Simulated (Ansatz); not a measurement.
# ZrB2: a B atom hops into a vacancy

Aim: the barrier for B12 to jump 1.88 Å into the empty B site beside it, in a 2×2×2 supercell of ZrB2 with one B atom removed. The band relaxes its own ends first.

All numbers below are computed with Ansatz 0.2.0 (DFT PBE, plane waves, PAW, scalar-relativistic, no spin polarisation).

The cell holds 23 atoms (B15Zr8): a = 6.390 Å, b = 6.390 Å, c = 7.122 Å, α = 90.00°, β = 90.00°, γ = 60.00°.

The empty site lies at (0.01, 7.42, 5.34) Å, and B12 starts at (-1.60, 6.46, 5.33) Å. All atoms were shaken by about 0.02 Å to break the symmetry.

Coordinates:

```xyz
23
Lattice="3.1950 5.5339 0.0000 -3.1950 5.5339 0.0000 0.0000 0.0000 7.1217" Properties=species:S:1:pos:R:3 pbc="T T T"
Zr   -0.0175    0.0019    0.0227
B    -0.0105    1.8685    1.7977
B     0.0104    3.6701    1.8114
Zr   -0.0238   -0.0097    3.5729
B     0.0074    1.8246    5.3561
B     0.0013    3.6925    5.3175
Zr   -1.5966    2.7850    0.0018
B    -1.6285    4.6273    1.7743
B    -1.6020    6.4473    1.7752
Zr   -1.6240    2.8010    3.5740
B    -1.6055    4.6225    5.3153
B    -1.6016    6.4557    5.3291
Zr    1.5584    2.7584    0.0065
B     1.6045    4.6177    1.7744
B     1.5708    6.4498    1.7556
Zr    1.5643    2.7791    3.5772
B     1.5988    4.6048    5.3463
B     1.6056    6.4078    5.3228
Zr    0.0044    5.5334   -0.0257
B    -0.0139    7.3930    1.7642
B     0.0083    9.2197    1.7670
Zr   -0.0124    5.5471    3.5660
B     0.0112    9.2311    5.3484
```

The structure above is the start of the run; the results belong to its end.

| quantity | value |
| --- | --- |
| relaxation of the ends | 0.227 eV lower, moves up to 0.08 Å; 0.293 eV lower, moves up to 0.11 Å |
| barrier forwards | 1.52 eV |
| barrier backwards | 1.52 eV |
| second end relative to first | 0.000 eV |
| highest image | 2 of 0 to 4, climbing |
| band iterations | 6 |

In words: The top lies 1.52 eV above the first end, or 59 kT at room temperature; with a typical attempt rate of 10^13 per second that is roughly 10^-13 events a second. The ends differ by 1 meV at most. The input switches the test of curvatures off, so the top was not shown to be a first-order saddle. The cell of 23 atoms is small, so the barrier is not converged with size.

**Question.** Which input and command would start the first run of this session?

The input that was used; it is not the only one that fits:

crystal.atoms is the first end and neb.final_atoms the second, which differs in B12 alone.

input.yaml

```yaml
crystal:
  lattice:
    - [3.194982, 5.533868, 0.0]
    - [-3.194982, 5.533868, 0.0]
    - [0.0, 0.0, 7.121684]
  atoms:
    - { symbol: Zr, position: [-0.00256814, 0.00290802, 0.00319246] }
    - { symbol: B, position: [0.16717782, 0.17046635, 0.25241979] }
    - { symbol: B, position: [0.33323719, 0.32997263, 0.25434781] }
    - { symbol: Zr, position: [-0.00459683, 0.0028485, 0.50169371] }
    - { symbol: B, position: [0.16601543, 0.16370739, 0.75208849] }
    - { symbol: B, position: [0.33382365, 0.33342422, 0.74665776] }
    - { symbol: Zr, position: [0.00177023, 0.50148941, 0.00025745] }
    - { symbol: B, position: [0.16323365, 0.67293742, 0.24914159] }
    - { symbol: B, position: [0.33183116, 0.8332319, 0.24926089] }
    - { symbol: Zr, position: [-0.0010664, 0.50722453, 0.5018451] }
    - { symbol: B, position: [0.1663994, 0.66890822, 0.74635233] }
    - { symbol: B, position: [0.33265339, 0.83393184, 0.74829711] }
    - { symbol: Zr, position: [0.49311359, 0.00534004, 0.00090665] }
    - { symbol: B, position: [0.66831969, 0.16612478, 0.24915236] }
    - { symbol: B, position: [0.82857209, 0.336938, 0.24650784] }
    - { symbol: Zr, position: [0.49590693, 0.00629215, 0.50229177] }
    - { symbol: B, position: [0.66625372, 0.16585805, 0.75070114] }
    - { symbol: B, position: [0.83022852, 0.32770025, 0.74741083] }
    - { symbol: Zr, position: [0.50065449, 0.49926217, -0.00361401] }
    - { symbol: B, position: [0.66580984, 0.67015163, 0.24772747] }
    - { symbol: B, position: [0.83432559, 0.83171856, 0.24811739] }
    - { symbol: Zr, position: [0.49925772, 0.50312981, 0.5007198] }
    - { symbol: B, position: [0.83581158, 0.83229369, 0.75100482] }
kpoints:
  mp_grid: { grid: [3, 3, 2] }
magnetization:
  spin_polarized: false
scf:
  occupations: { method: cold, width: 0.15 }
hamiltonian:
  pseudopotentials: { kind: paw }
  xc: pbe
basis:
  ecutwfc: 420
neb:
  images: 3
  relax_end_points: true
  climbing: true
  f_tol: 0.1
  max_iterations: 40
  order_check: false
  final_atoms:
    - { symbol: Zr, position: [-0.00256814, 0.00290802, 0.00319246] }
    - { symbol: B, position: [0.16717782, 0.17046635, 0.25241979] }
    - { symbol: B, position: [0.33323719, 0.32997263, 0.25434781] }
    - { symbol: Zr, position: [-0.00459683, 0.0028485, 0.50169371] }
    - { symbol: B, position: [0.16601543, 0.16370739, 0.75208849] }
    - { symbol: B, position: [0.33382365, 0.33342422, 0.74665776] }
    - { symbol: Zr, position: [0.00177023, 0.50148941, 0.00025745] }
    - { symbol: B, position: [0.16323365, 0.67293742, 0.24914159] }
    - { symbol: B, position: [0.33183116, 0.8332319, 0.24926089] }
    - { symbol: Zr, position: [-0.0010664, 0.50722453, 0.5018451] }
    - { symbol: B, position: [0.1663994, 0.66890822, 0.74635233] }
    - { symbol: B, position: [0.67166708, 0.66951753, 0.74956721] }
    - { symbol: Zr, position: [0.49311359, 0.00534004, 0.00090665] }
    - { symbol: B, position: [0.66831969, 0.16612478, 0.24915236] }
    - { symbol: B, position: [0.82857209, 0.336938, 0.24650784] }
    - { symbol: Zr, position: [0.49590693, 0.00629215, 0.50229177] }
    - { symbol: B, position: [0.66625372, 0.16585805, 0.75070114] }
    - { symbol: B, position: [0.83022852, 0.32770025, 0.74741083] }
    - { symbol: Zr, position: [0.50065449, 0.49926217, -0.00361401] }
    - { symbol: B, position: [0.66580984, 0.67015163, 0.24772747] }
    - { symbol: B, position: [0.83432559, 0.83171856, 0.24811739] }
    - { symbol: Zr, position: [0.49925772, 0.50312981, 0.5007198] }
    - { symbol: B, position: [0.83581158, 0.83229369, 0.75100482] }
```

On the command line:

```sh
$ ansatz run input.yaml --threads 4 --pin off --max-ram 8192MiB --backend cpu --events-out ev --progress --plain --runs-dir out
```
